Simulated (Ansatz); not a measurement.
# CH₈OSiSn: up Jacob's ladder to CCSD(T)

One table from this session's results is given with a row withheld; the runs are named, their logs left out.

Computed with Ansatz 0.2.0, Gaussian basis. Level: functionals in def2-TZVPP, the program's frozen cores in correlated methods.

The runs, in order: PBE-D4, r2SCAN-D4, PBE0-D4, B3LYP-D4, ωB97X-V, ωB97M-V, B2PLYP; CCSD(T)/def2-TZVPP; MP2/def2-QZVPP; extrapolation to the limit.

### The relaxed structure

All runs share one geometry, relaxed beforehand with PBE0-D4 in a triple-zeta def2 set. Sn takes the def2 core potential; no spin-orbit term is included.

12 atoms, charge 0, spin multiplicity 1.

Atoms are counted from 1 here; the program's logs count them from 0.

Bond lengths: C1–Sn2 2.146 Å, C1–H5 1.090 Å, C1–H6 1.090 Å, C1–H7 1.090 Å, Sn2–Si3 2.575 Å, Sn2–H8 1.717 Å, Sn2–H9 1.714 Å, Si3–O4 1.656 Å, Si3–H10 1.485 Å, Si3–H11 1.492 Å, O4–H12 0.958 Å. Angles: Sn2–C1–H5 109.8°, Sn2–C1–H6 109.9°, Sn2–C1–H7 109.9°, H5–C1–H6 109.0°, H5–C1–H7 109.1°, H6–C1–H7 109.1°, C1–Sn2–Si3 111.8°, C1–Sn2–H8 108.4°, C1–Sn2–H9 108.9°, Si3–Sn2–H8 109.6°, Si3–Sn2–H9 110.8°, H8–Sn2–H9 107.1°, Sn2–Si3–O4 111.9°, Sn2–Si3–H10 110.5°, Sn2–Si3–H11 109.7°, O4–Si3–H10 105.1°, O4–Si3–H11 111.1°, H10–Si3–H11 108.3° and more.

The first run:

The input, in.yaml:

```yaml
crystal:
  periodic: [false, false, false]
  atoms:
    - {symbol: C, position_ang: [-1.631521, 1.054673, 0.879797]}
    - {symbol: Sn, position_ang: [-0.658177, -0.779196, 0.335451]}
    - {symbol: Si, position_ang: [1.772407, -0.386512, -0.420137]}
    - {symbol: O, position_ang: [1.849557, 0.469844, -1.835493]}
    - {symbol: H, position_ang: [-1.120043, 1.506777, 1.729488]}
    - {symbol: H, position_ang: [-1.607720, 1.750045, 0.040861]}
    - {symbol: H, position_ang: [-2.668657, 0.857984, 1.151416]}
    - {symbol: H, position_ang: [-1.548598, -1.506478, -0.940459]}
    - {symbol: H, position_ang: [-0.716286, -1.856432, 1.667703]}
    - {symbol: H, position_ang: [2.498823, 0.443631, 0.573827]}
    - {symbol: H, position_ang: [2.479562, -1.695006, -0.543464]}
    - {symbol: H, position_ang: [1.427655, 0.085470, -2.604988]}
basis:
  gaussian: {orbitals: def2-TZVPP}
hamiltonian: {xc: pbe, dispersion: d4}
output: {forces: true, orbitals: {seedname: orbitals}}
```

Run with:

```
$ ansatz run in.yaml --threads 4 --pin off --events-out ev --progress --plain --max-ram 10444MiB
```

Among the steps run: PBE-D4 (GGA); r2SCAN-D4 (meta-GGA); PBE0-D4 (hybrid); B3LYP-D4 (hybrid); ωB97X-V (range-separated); ωB97M-V (range-separated); B2PLYP (double hybrid); CCSD(T) in def2-TZVPP; MP2 in def2-QZVPP.

One of the session's tables, all rows but one given; the rest of the session is left out.

It belongs to the step «Atomisation energies». 

| method | atomisation energy (kcal/mol) |
| --- | --- |
| PBE-D4 | 912.7 |
| r2SCAN-D4 | 912.0 |
| PBE0-D4 | 903.8 |
| B3LYP-D4 | 910.3 |
| ωB97X-V | 918.7 |
| ωB97M-V | 913.6 |
| B2PLYP | 900.0 |
| HF/def2-TZVPP | 669.6 |
| MP2/def2-TZVPP | ? |
| CCSD/def2-TZVPP | 885.1 |
| CCSD(T)/def2-TZVPP | 895.7 |
| MP2/CBS | 918.1 |
| CCSD(T)/CBS | 920.1 |

**Question.** Estimate the row for MP2/def2-TZVPP.

The run gave: atomisation energy (kcal/mol): 893.8. In the column «atomisation energy (kcal/mol)» it lies between CCSD/def2-TZVPP (885.1) and CCSD(T)/def2-TZVPP (895.7).
